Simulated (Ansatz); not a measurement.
# C5H11NO: small, medium and large basis sets

An exercise on one series of results from a longer session: the logs are not shown, and one member is left open.

Computed with Ansatz 0.2.0, Gaussian basis. Level: one geometry, several basis sets.

The runs, in order: PBE0-D4/def2-SVP; ωB97M-V/def2-SVP; PBE0-D4/def2-QZVPP; ωB97M-V/def2-QZVPP; the functionals' def2-TZVPP values are taken from earlier runs.

## Structure used throughout

All runs share one geometry, relaxed beforehand with PBE0-D4 in a triple-zeta def2 set.

SMILES `CCC(=O)N(C)C`, 18 atoms, charge 0, spin multiplicity 1.

Atoms are counted from 1 here; the program's logs count them from 0.

Bond lengths: C1–C2 1.525 Å, C1–H8 1.092 Å, C1–H9 1.093 Å, C1–H10 1.092 Å, C2–C3 1.515 Å, C2–H11 1.093 Å, C2–H12 1.090 Å, C3–O4 1.219 Å, C3–N5 1.364 Å, N5–C6 1.442 Å, N5–C7 1.438 Å, C6–H13 1.096 Å, C6–H14 1.087 Å, C6–H15 1.095 Å, C7–H16 1.096 Å, C7–H17 1.097 Å, C7–H18 1.086 Å. Angles: C2–C1–H8 110.2°, C2–C1–H9 112.0°, C2–C1–H10 110.8°, H8–C1–H9 107.8°, H8–C1–H10 108.0°, H9–C1–H10 107.8°, C1–C2–C3 111.6°, C1–C2–H11 110.8°, C1–C2–H12 109.7°, C3–C2–H11 112.1°, C3–C2–H12 105.0°, H11–C2–H12 107.3°, C2–C3–O4 119.9°, C2–C3–N5 118.3°, O4–C3–N5 121.7°, C3–N5–C6 119.1°, C3–N5–C7 125.7°, C6–N5–C7 115.1° and more.

Set-up of the first run:

in.yaml reads:

```yaml
crystal:
  periodic: [false, false, false]
  atoms:
    - {symbol: C, position_ang: [2.072379, -0.953178, 0.097485]}
    - {symbol: C, position_ang: [0.678171, -1.471614, -0.238119]}
    - {symbol: C, position_ang: [-0.169670, -0.405699, -0.901404]}
    - {symbol: O, position_ang: [-0.244528, -0.357747, -2.117193]}
    - {symbol: N, position_ang: [-0.806600, 0.501769, -0.107358]}
    - {symbol: C, position_ang: [-1.581890, 1.550074, -0.723082]}
    - {symbol: C, position_ang: [-0.731798, 0.560491, 1.327464]}
    - {symbol: H, position_ang: [2.553874, -0.557096, -0.798683]}
    - {symbol: H, position_ang: [2.044372, -0.153985, 0.842053]}
    - {symbol: H, position_ang: [2.699197, -1.755503, 0.491718]}
    - {symbol: H, position_ang: [0.195091, -1.889204, 0.648446]}
    - {symbol: H, position_ang: [0.751316, -2.272452, -0.973957]}
    - {symbol: H, position_ang: [-1.152837, 2.532739, -0.497487]}
    - {symbol: H, position_ang: [-1.581995, 1.396004, -1.799067]}
    - {symbol: H, position_ang: [-2.610898, 1.532404, -0.349125]}
    - {symbol: H, position_ang: [-1.734465, 0.505643, 1.766442]}
    - {symbol: H, position_ang: [-0.277446, 1.503932, 1.653104]}
    - {symbol: H, position_ang: [-0.139771, -0.255281, 1.730564]}
basis:
  gaussian: {orbitals: def2-SVP}
hamiltonian: {xc: pbe0, dispersion: d4}
output: {orbitals: {seedname: orbitals}}
```

The run is started by

```console
> ansatz run in.yaml --threads 2 --pin off --events-out ev --progress --plain --max-ram 32768MiB --backend cpu
```

Steps of the session up to this table: PBE0-D4 in def2-SVP; ωB97M-V in def2-SVP; PBE0-D4 in def2-QZVPP; ωB97M-V in def2-QZVPP.

One of the session's tables, all rows but one given; the rest of the session is left out.

It belongs to the step «Functionals by basis». 

| functional | basis | HOMO (eV) | LUMO (eV) |
| --- | --- | --- | --- |
| PBE0-D4 | def2-SVP | -6.75 | 0.97 |
| PBE0-D4 | def2-TZVPP | -6.89 | 0.66 |
| PBE0-D4 | def2-QZVPP | -6.91 | 0.36 |
| ωB97M-V | def2-SVP | -9.00 | 2.96 |
| ωB97M-V | def2-TZVPP | -9.15 | 2.27 |
| ωB97M-V | def2-QZVPP | ? | ? |

Estimate the missing values for ωB97M-V, def2-QZVPP.

As computed: HOMO (eV): -9.18; LUMO (eV): 1.54. In the column «HOMO (eV)» it is the lowest.
